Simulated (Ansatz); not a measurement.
This script drives the Ansatz DFT code, driven from Python.

The script, `lattice_lamgo3.py`:
```python
'''Relaxed cell of LaMgO3 under several functionals.'''

import logging
import sys
import warnings

import ansatz as az
import numpy as np

logging.basicConfig(stream=sys.stdout, format='%(levelname)s %(message)s')
logger = logging.getLogger('ansatz_job')
logger.setLevel(logging.INFO)

def edges_and_angles(cell):
    cell = np.asarray(cell)
    a, b, c = np.linalg.norm(cell, axis=1)
    cosines = cell[1] @ cell[2] / (b * c), cell[0] @ cell[2] / (a * c), cell[0] @ cell[1] / (a * b)
    return (a, b, c, *np.degrees(np.arccos(cosines)))


def main() -> None:
    warnings.simplefilter('ignore', az.DeckWarning)

    cell = (
        az.Lattice.of([3.945789, 0.0, 0.0], [0.0, 3.945789, 0.0], [0.0, 0.0, 3.945789])
        .atom('La', [0.0, 0.0, 0.0])
        .atom('Mg', [0.5, 0.5, 0.5])
        .atom('O', [0.5, 0.5, 0.0])
        .atom('O', [0.5, 0.0, 0.5])
        .atom('O', [0.0, 0.5, 0.5])
    )

    calculation = (
        cell.calculation()
        .basis(550)
        .kpoints(5, 5, 5)
        .occupations('methfessel_paxton', width=0.1)
        .relax(cell=True, force_tolerance=0.01)
    )

    levels = [('pbesol', 'd3bj'), ('blyp', 'd3bj'), ('lda', 'none')]
    logger.info('level            a       b       c    alpha   beta  gamma  V/atom  steps')
    for name, dispersion in levels:
        seen = []
        run = calculation.functional(name, dispersion=dispersion).session().plan()
        out = run.execute(on_event=lambda e: seen.append(e) if e['event'] == 'relax_step' else None)
        cell = out.lattice.cell_ang
        label = name if dispersion == 'none' else f'{name}+{dispersion}'
        print('{:13s} {:7.4f} {:7.4f} {:7.4f} {:6.2f} {:6.2f} {:6.2f}'.format(label, *edges_and_angles(cell)), f'{abs(np.linalg.det(cell)) / len(out.lattice.sites):7.3f} {len(seen):5d}')


if __name__ == '__main__':
    main()
```

It is started by `python lattice_lamgo3.py`. How long does it take on 1 thread of Intel(R) Xeon(R) Processor @ 2.30GHz, with other jobs on the host, and how much memory does it need?

It took about 17 s, with a peak of 0.57 GiB, for 3 runs of the engine.

Output of `python lattice_lamgo3.py`:
```text
INFO level            a       b       c    alpha   beta  gamma  V/atom  steps
pbesol+d3bj    3.8572  3.8572  3.8572  90.00  90.00  90.00  11.477     5
blyp+d3bj      3.9089  3.9089  3.9089  90.00  90.00  90.00  11.946     5
lda            3.8448  3.8448  3.8448  90.00  90.00  90.00  11.367     5
```

From smallest to largest: LDA (11.37 Å³ an atom, -7.5 % against the start), PBEsol+D3BJ (11.48 Å³ an atom, -6.6 % against the start) and BLYP+D3BJ (11.95 Å³ an atom, -2.8 % against the start). The spread is 5.1 % in volume.

Notes:
- The cell holds an odd number of electrons and is run without spin, so a magnetic state may lie lower.
- Forces vanish by symmetry, so the ions can't move, and the end may be a saddle.
- BLYP and dispersion corrections can be off by several per cent in the lattices of metals, and by several GPa in the pressure at a fixed cell.
- The mesh is modest for a metal, so energies can be off by several to tens of meV an atom and pressures by half a GPa or more; differences at equal mesh fare better.
- This cell is a computed structure, which may not be the phase found in nature.
